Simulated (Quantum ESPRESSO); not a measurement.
Crystal: NbRu3C5.

```xyz
9
Lattice="5.9602 0.0000 0.0000 -2.9801 5.1617 0.0000 0.0000 0.0000 3.6335" Properties=species:S:1:pos:R:3 pbc="T T T"
Nb    0.0000    0.0000    0.0000
Ru    3.5551    0.0000    0.0000
Ru   -1.7776    3.0788    0.0000
Ru    1.2026    2.0829    0.0000
C     1.3886    0.0000    1.8168
C    -0.6943    1.2026    1.8168
C     2.2858    3.9592    1.8168
C     0.0000    3.4411    1.8168
C     2.9801    1.7206    1.8168
```

The cell was built by a generator and needn't be a form met in nature.

Base run:

```yaml
Program: Quantum ESPRESSO 7.5
Functional: PBE
Dispersion: D3(BJ)
Potentials_or_basis: PseudoDojo 0.4.1 SR PBEsol standard
Cutoff: 1143 eV
Density_cutoff: 4572 eV
k_mesh: 5 × 5 × 7
Occupations: fermi-dirac, width 0.05 eV
Spin: no spin polarisation
```

Its results: band gap on the k mesh none (metal or under the smearing width); pressure -16.2 GPa; largest force 2.558 eV/Å.

Problem. The run is repeated on the same cell with these changes: dispersion from D3(BJ) to rVV10. What comes out?

Solution. Band gap on the k mesh none (metal or under the smearing width); pressure -26.2 GPa; largest force 3.035 eV/Å.

Caveats: the potentials were made for another functional, which shifts forces and pressure; so large a pressure means that the cell lies far from this level's equilibrium, or that cutoff or potentials fall short; pairwise dispersion overbinds metals, which lowers pressure and volume; rVV10's parameter b was fitted to another functional (some runs).
